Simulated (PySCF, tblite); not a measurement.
**C4H2F3NS: geometry, infrared bands and NMR shifts**

Aim: predict the infrared bands and NMR shifts of C4H2F3NS (`C=C(C#N)SC(F)(F)F`).

Computed with tblite 0.8.0 and PySCF 2.14.0, with density-fitted response routines of our own, on a single molecule in the gas phase. Atoms are numbered from 0 throughout.

## 1. The molecule as given

11 atoms, charge 0, multiplicity 1; geometry from: force field or distance geometry start.

Bonds of the start (Å): C0–C1 1.35, C1–C2 1.43, C2–N3 1.17, C1–S4 1.79, S4–C5 1.80, C5–F6 1.40, C5–F7 1.40, C5–F8 1.39, C0–H9 1.10, C0–H10 1.08.

## 2. Geometry optimisation with GFN2-xTB

What the job is given:

```
{"job": {"kind": "relax", "xc": "GFN2-xTB", "basis": "xTB"}, "charge": 0, "multiplicity": 1}
C     -1.178300    -0.523800     0.090800
C     -0.883200     0.527800    -0.708800
C     -1.977200     1.348800    -1.138000
N     -2.870300     2.009800    -1.517600
S      0.809600     0.862500    -1.167700
C      1.945100    -0.345500    -0.467700
F      1.721500    -1.614200    -1.011900
F      3.259000     0.081100    -0.687800
F      1.801200    -0.496600     0.907900
H     -2.232600    -0.678700     0.351300
H     -0.389500    -1.168600     0.443100
```

Launch:

```sh
> OMP_NUM_THREADS=1 python probes_run.py task.json out
```

The driver reads the jobs from task.json and runs them one after another.

**Question.** This job is followed by: GFN2-xTB harmonic vibrations, gas phase; GIAO PBE0/pcSseg-1 NMR shielding, non-relativistic, gas phase. Predict these results of the whole session: strongest single infrared mode (GFN2-xTB); zero-point energy (GFN2-xTB); 13C shifts against TMS (PBE0/pcSseg-1); 1H shifts against TMS (PBE0/pcSseg-1); 15N shifts against NH3 (PBE0/pcSseg-1); 33S shifts against CS2 (PBE0/pcSseg-1); 19F shifts against CFCl3 (PBE0/pcSseg-1, means over atoms taken as alike).

The runs gave:

| quantity | value |
| --- | --- |
| strongest single infrared mode (GFN2-xTB) | 1061 cm⁻¹, 329 km/mol |
| zero-point energy (GFN2-xTB) | 33.9 kcal/mol |
| 13C shifts against TMS (PBE0/pcSseg-1) | 140.5, 137.0, 120.4, 118.7 ppm |
| 1H shifts against TMS (PBE0/pcSseg-1) | 6.56, 6.44 ppm |
| 15N shifts against NH3 (PBE0/pcSseg-1) | 323.9 ppm |
| 33S shifts against CS2 (PBE0/pcSseg-1) | 197 ppm |
| 19F shifts against CFCl3 (PBE0/pcSseg-1, means over atoms taken as alike) | -53.3 ppm |

The optimisation took 45 steps and gained 0.579 eV; among the close pairs (by a distance rule), C5–F7 changed most, from 1.399 to 1.325 Å. No mode is imaginary among the 27: a minimum at this level. The strongest single mode, at 1061 cm⁻¹, moves mainly C5. GFN2-xTB is a fitted tight-binding method: band positions and strengths are rough. Its intensities can rank the bands wrongly.
